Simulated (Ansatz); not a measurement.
I need an active-space calculation of BBrH4Si, SMILES [SiH3]BBr. Use the Ansatz DFT code, driven from Python. Settings: SC-NEVPT2, def2-SVP basis, multiplicity 1.

```xyz
7

Si   -0.6260    0.4291   -0.2268
B     0.8178   -0.5162    0.5007
Br    1.7652   -1.8394   -0.6438
H    -1.6442   -0.4587   -0.6692
H    -0.2153    1.2499   -1.4137
H    -1.2180    1.3952    0.7834
H     1.1817   -0.3280    1.6236
```

`bbrh4si_cas.py`:
```python
# -*- coding: utf-8 -*-
'''Static correlation in BBrH4Si: natural occupations of an active space.'''

import warnings

import ansatz as az

GEOMETRY = '''
Si   -0.62600    0.42910   -0.22680
B     0.81780   -0.51620    0.50070
Br    1.76520   -1.83940   -0.64380
H    -1.64420   -0.45870   -0.66920
H    -0.21530    1.24990   -1.41370
H    -1.21800    1.39520    0.78340
H     1.18170   -0.32800    1.62360
'''

warnings.simplefilter('ignore', az.DeckWarning)

geometry = az.Crystal.molecule()
for line in GEOMETRY.strip().splitlines():
    symbol, *xyz = line.split()
    geometry = geometry.atom(symbol, [float(v) for v in xyz])

calc = (
    geometry.calculation()
    .basis(gaussian='def2-SVP')
    .correlation(active_electrons=4, active_orbitals=5)
)
for method in ['sc_nevpt2']:
    data = (calc if method is None else calc.correlation(method)).run(threads=1, pin='off').report
    space = data['configurations']
    state = space['states'][0]
    print(method or 'casscf', f'total {data["free_energy_ev"] / 27.211386246:.6f} Ha, active-space state {state["energy"]["hartree"]:.6f} Ha, mean field {data["reference_energy_ev"] / 27.211386246:.6f} Ha')
    print('  determinants', state['n_determinants'], ' natural occupations', [round(n, 3) for n in space['natural_occupations']])
print('effectively unpaired electrons, sum of min(n, 2 - n):', round(sum(min(n, 2 - n) for n in space['natural_occupations']), 3))
```

Output of `python bbrh4si_cas.py`:
```text
sc_nevpt2 total -2888.344798 Ha, active-space state -2887.967840 Ha, mean field -2887.929366 Ha
  determinants 100  natural occupations [1.977, 1.969, 0.026, 0.02, 0.007]
effectively unpaired electrons, sum of min(n, 2 - n): 0.108
```

What to keep in mind:
- Total energies depend on the basis set; only differences at equal settings carry meaning.
- The geometry is a force-field or estimated start, not a minimum of this method, and the basis set is short of its limit. The active space starts as a window about the frontier orbitals and is then optimised, not chosen by chemistry.
- Finished in 8.7 s on 1 thread of Arm Neoverse V1, with other jobs on the host, peak memory 0.24 GiB.
